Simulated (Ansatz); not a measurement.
# BrCl3FHHf: the cost of one run

Method: RKS B3LYP-D4/def2-SVP, in Ansatz 0.2.0.

## 1. The structure to begin with

Bond lengths: Hf1–F2 2.330 Å, Hf1–Cl3 2.520 Å, Hf1–Cl4 2.518 Å, Hf1–Cl5 2.518 Å, Hf1–Br6 3.000 Å. Angles: F2–Hf1–Cl3 109.5°, F2–Hf1–Cl4 109.5°, F2–Hf1–Cl5 109.5°, F2–Hf1–Br6 71.6°, Cl3–Hf1–Cl4 109.5°, Cl3–Hf1–Cl5 109.5°, Cl3–Hf1–Br6 178.9°, Cl4–Hf1–Cl5 109.5°, Cl4–Hf1–Br6 70.0°, Cl5–Hf1–Br6 70.0°.

Structure file:

```xyz
7

Hf    0.0000    0.0000    0.0000
F     0.0000    0.0000    2.3300
Cl    2.3764    0.0000   -0.8392
Cl   -1.1869    2.0563   -0.8392
Cl   -1.1869   -2.0563   -0.8392
Br   -2.8470    0.0000    0.9460
H    -1.2875    0.0000    2.2030
```

## 2. A restrained relaxation towards end A

Springs on the bonds that form and break draw the guess towards this end; the thresholds are loose.

File input.yaml:

```yaml
crystal:
  periodic: [false, false, false]
  atoms:
    - { symbol: Hf, position_ang: [0.0, 0.0, 0.0] }
    - { symbol: F, position_ang: [0.0, 0.0, 2.33] }
    - { symbol: Cl, position_ang: [2.3764, 0.0, -0.8392] }
    - { symbol: Cl, position_ang: [-1.1869, 2.0563, -0.8392] }
    - { symbol: Cl, position_ang: [-1.1869, -2.0563, -0.8392] }
    - { symbol: Br, position_ang: [-2.847, 0.0, 0.946] }
    - { symbol: H, position_ang: [-1.2875, 0.0, 2.203] }
basis:
  gaussian: { orbitals: def2-SVP }
hamiltonian:
  xc: b3lyp
  dispersion: d4
relax:
  f_tol: 0.15
  max_steps: 25
  restrain:
    - { distance: [0, 5], at: 3.9, k: 30.0 }
    - { distance: [6, 1], at: 2.12, k: 30.0 }
    - { distance: [0, 1], at: 1.98, k: 30.0 }
    - { distance: [6, 5], at: 1.55, k: 30.0 }
```

Command:

```sh
$ ansatz run input.yaml --threads 4 --pin off --max-ram 5120MiB --backend cpu --events-out ev --progress --plain --runs-dir out
```

**Question.** How long does this run take on 4 threads of Arm Neoverse V2, shared host, and how much memory does it need?

About 33 s, with a peak of 0.43 GiB.
